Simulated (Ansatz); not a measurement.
# BHOZn: the cost of one run

All numbers below are computed with Ansatz 0.2.0 (RKS PBE0/def2-TZVP).

## 1. The starting structure

Bond lengths: B1–O2 1.507 Å, O2–Zn3 1.693 Å, B1–H4 1.162 Å. Angles: B1–O2–Zn3 104.5°, O2–B1–H4 150.1°.

Coordinates:

```xyz
4

B     0.2183    0.0102    0.7044
O    -0.2277    0.8197   -0.4857
Zn   -0.9786   -0.3050   -1.5043
H     1.0435   -0.5851    1.2653
```

## 2. Preparing the start

The input, input.yaml:

```yaml
crystal:
  periodic: [false, false, false]
  atoms:
    - { symbol: B, position_ang: [0.2183, 0.0102, 0.7044] }
    - { symbol: O, position_ang: [-0.2277, 0.8197, -0.4857] }
    - { symbol: Zn, position_ang: [-0.9786, -0.305, -1.5043] }
    - { symbol: H, position_ang: [1.0435, -0.5851, 1.2653] }
basis:
  gaussian: { orbitals: def2-TZVP }
hamiltonian:
  xc: pbe0
relax:
  f_tol: 0.02
  max_steps: 40
scf:
  lower_state_search: "off"
output:
  orbitals: {}
```

Run with:

```sh
$ ansatz run input.yaml --threads 2 --pin off --max-ram 3072MiB --backend cpu --events-out ev --progress --plain --runs-dir out
```

**Question.** How long does this run take on 2 threads of Arm Neoverse N1, shared host, and how much memory does it need?

About 43 s, with a peak of 0.21 GiB.
